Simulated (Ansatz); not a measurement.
The system is TaSbSe.

```
CELL_PARAMETERS angstrom
3.62961 0.00000 0.00000
0.00000 3.62961 0.00000
0.00000 0.00000 5.63455
ATOMIC_POSITIONS crystal
Ta 0.00000 0.00000 0.00000
Sb 0.00000 0.00000 0.50000
Se 0.50000 0.50000 0.00000
```

The cell was built by a generator and needn't be a form met in nature.

* Program: Ansatz 0.2.0
* Task: relaxation of cell and atoms
* Functional: LDA
* Potentials or basis: Ansatz PAW
* Cutoff: 420 eV (not typed: the program's choice for these potentials)
* k mesh: 7 × 7 × 5
* Occupations: fermi-dirac, width 0.05 eV
* Spin: no spin polarisation

At the start: volume 24.74 Å³/atom.

Question: How do energy, volume and symmetry change on relaxing?

Answer: It ends after 5 steps and the volume is 23.28 Å³/atom (-5.9 %); space group P4/mmm (No. 123, to 0.05 Å).

Step by step:
| step | energy change (eV) | largest force (eV/Å) | volume (Å³) |
| --- | --- | --- | --- |
| 1 | 0.0000 | 0.0000 | 74.23 |
| 2 | -0.0235 | 0.0000 | 66.37 |
| 3 | -0.0862 | 0.0000 | 70.20 |
| 4 | -0.0871 | 0.0000 | 69.83 |
| 5 | -0.0861 | 0.0000 | 69.83 |

Final structure:
```yaml
crystal:
  lattice:
    - [3.55243, 0.00000, 0.00000]
    - [0.00000, 3.55243, 0.00000]
    - [0.00000, 0.00000, 5.53369]
  atoms:
    - { symbol: Ta, position: [0.00000, 0.00000, 0.00000] }
    - { symbol: Sb, position: [0.00000, 0.00000, 0.50000] }
    - { symbol: Se, position: [0.50000, 0.50000, 0.00000] }
```

Caveat: the plane-wave basis is chosen anew once the cell has moved, so the energies of steps on either side of that aren't comparable; the PAW data sets come from PBE, with cores solved anew for the run's functional, which leaves a small shift of forces and pressure.
